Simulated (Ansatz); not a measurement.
# Hf3Te2: the cost of one run

Program: Ansatz 0.2.0. Level of theory: DFT PBEsol, scalar-relativistic, plane waves, PAW. These are calculated values, not measurements.

2 further runs of the same task are left out: 2 that didn't finish.

### Step 1. The starting structure

Symmetry: I4/mmm, No. 139, tetragonal system. Conventional cell: a = 3.684 Å, b = 3.684 Å, c = 18.717 Å, α = 90.00°, β = 90.00°, γ = 90.00°. Hf (site symmetry 4mm) has 4 Te at 2.92 Å and 4 Hf at 3.13 Å as nearest neighbours. Around Hf (site symmetry 4/mmm) lie 2 Te at 3.04 Å and 8 Hf at 3.13 Å. Te (site symmetry 4mm) has 5 Hf at 2.92 to 3.04 Å as nearest neighbours.

As a file:

```
CELL_PARAMETERS angstrom
-1.84183 1.84183 9.35844
1.84183 -1.84183 9.35844
1.84183 1.84183 -9.35844
ATOMIC_POSITIONS crystal
Hf 0.90759 0.90759 0.00000
Hf 0.09241 0.09241 0.00000
Hf 0.50000 0.50000 0.00000
Te 0.33752 0.33752 0.00000
Te 0.66248 0.66248 0.00000
```

Source of the structure: the Materials Project (structure only).

(A quick probe on a coarse mesh, which set the mesh and smearing, is not shown.)

### Step 3. Full relaxation

input.yaml

```yaml
crystal:
  lattice:
    - [-1.8418260314, 1.8418260314, 9.3584356443]
    - [1.8418260314, -1.8418260314, 9.3584356443]
    - [1.8418260314, 1.8418260314, -9.3584356443]
  atoms:
    - { symbol: Hf, position: [0.9075946, 0.9075946, 0.0] }
    - { symbol: Hf, position: [0.09240541, 0.09240541, 0.0] }
    - { symbol: Hf, position: [0.5, 0.5, 0.0] }
    - { symbol: Te, position: [0.33751677, 0.33751677, 0.0] }
    - { symbol: Te, position: [0.66248323, 0.66248323, 0.0] }
basis:
  ecutwfc: 420
kpoints:
  mp_grid: { grid: [14, 14, 14] }
hamiltonian:
  xc: pbesol
  pseudopotentials: { kind: paw, azcp: { folder: soft_1 } }
scf:
  occupations: { method: gaussian, width: 0.1 }
output:
  forces: true
  stress: true
  eigenvalues: true
relax:
  adjacent_minimum: "off"
  f_tol: 0.005
  max_steps: 80
  cell: { stress_tol: 0.05 }
```

Run with:

```console
$ ansatz run input.yaml --threads 4 --pin off --max-ram 8192MiB --backend cpu --events-out ev --progress --plain --runs-dir out
```

**Question.** How long does this run take on 4 threads of Arm Neoverse V2, shared host, and how much memory does it need?

About 4.6 min, with a peak of 1.5 GiB.
